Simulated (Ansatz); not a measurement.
# ScTiSe3: the cost of one run

Method: DFT PBE, scalar-relativistic, plane waves, PAW, unless a step names another level, in Ansatz 0.2.0.

2 further runs of the same task are left out: 2 that didn't finish.

### 1 The starting structure

The structure is tetragonal, space group P4mm (No. 99). The conventional cell has a = 4.691 Å, b = 4.691 Å, c = 6.226 Å, α = 90.00°, β = 90.00°, γ = 90.00°. Around Sc (site symmetry 4mm) lie 4 Se at 2.71 Å. Ti (site symmetry 4mm) is surrounded by 5 Se at 2.37 to 2.57 Å. Se (site symmetry 2mm) has 2 Ti at 2.57 Å and 2 Sc at 2.71 Å as nearest neighbours. Se (site symmetry 4mm) is surrounded by 1 Ti at 2.37 Å.

As a file:

```
CELL_PARAMETERS angstrom
4.69078 0.00000 0.00000
0.00000 4.69078 0.00000
0.00000 0.00000 6.22559
ATOMIC_POSITIONS crystal
Sc 0.50000 0.50000 0.62575
Ti 0.00000 0.00000 0.24231
Se 0.50000 0.00000 0.40913
Se 0.00000 0.50000 0.40913
Se 0.00000 0.00000 0.86176
```

It came out lowest among 23 distinct ends of the trial cells. At a tolerance of 0.05 Å it has space group P4mm (No. 99). Site moments: 0.2 0.6 0.0 0.0 0.0 μB.

### 2 Electronic structure at the relaxed geometry

input.yaml

```yaml
crystal:
  lattice:
    - [4.6907769969, 0.0, 0.0]
    - [0.0, 4.6907769969, 0.0]
    - [0.0, 0.0, 6.225591753]
  atoms:
    - { symbol: Sc, position: [0.5, 0.5, 0.6257530815], spin: 0.18 }
    - { symbol: Ti, position: [0.0, 0.0, 0.2423074299], spin: 0.7 }
    - { symbol: Se, position: [0.5, 0.0, 0.4091309159] }
    - { symbol: Se, position: [0.0, 0.5, 0.4091309159] }
    - { symbol: Se, position: [0.0, 0.0, 0.8617568769] }
basis:
  ecutwfc: 420
kpoints:
  mp_grid: { grid: [8, 8, 6] }
  band_path:
    path:
      - [[0.0, 0.0, 0.0], [0.0, 0.5, 0.0], [0.5, 0.5, 0.0], [0.0, 0.0, 0.0], [0.0, 0.0, 0.5], [0.0, 0.5, 0.5], [0.5, 0.5, 0.5], [0.0, 0.0, 0.5]]
      - [[0.0, 0.5, 0.0], [0.0, 0.5, 0.5]]
      - [[0.5, 0.5, 0.0], [0.5, 0.5, 0.5]]
    npoints: 14
hamiltonian:
  xc: pbe
scf:
  occupations: { method: gaussian, width: 0.1 }
  n_extra_bands: 12
output:
  forces: true
  stress: true
  eigenvalues: true
  populations: true
  dos: { projected: true, de: 0.02, nscf_kmesh: { grid: [10, 10, 8] } }
  bader: true
  write_density: true
  write_potential: true
  elf: true
  volumetric_format: npy
magnetization:
  spin_polarized: true
checkpoint:
  read: start.run
  write: ck
  compress: false
  write_wavefunctions: false
  write_every: 100000
```

Launch:

```console
ansatz run input.yaml --threads 1 --pin off --max-ram 2560MiB --backend cpu --events-out ev --progress --plain --runs-dir out
```

What time and memory should one allow on 1 thread of Arm Neoverse V2, shared host?

About 4.9 min, with a peak of 0.95 GiB.
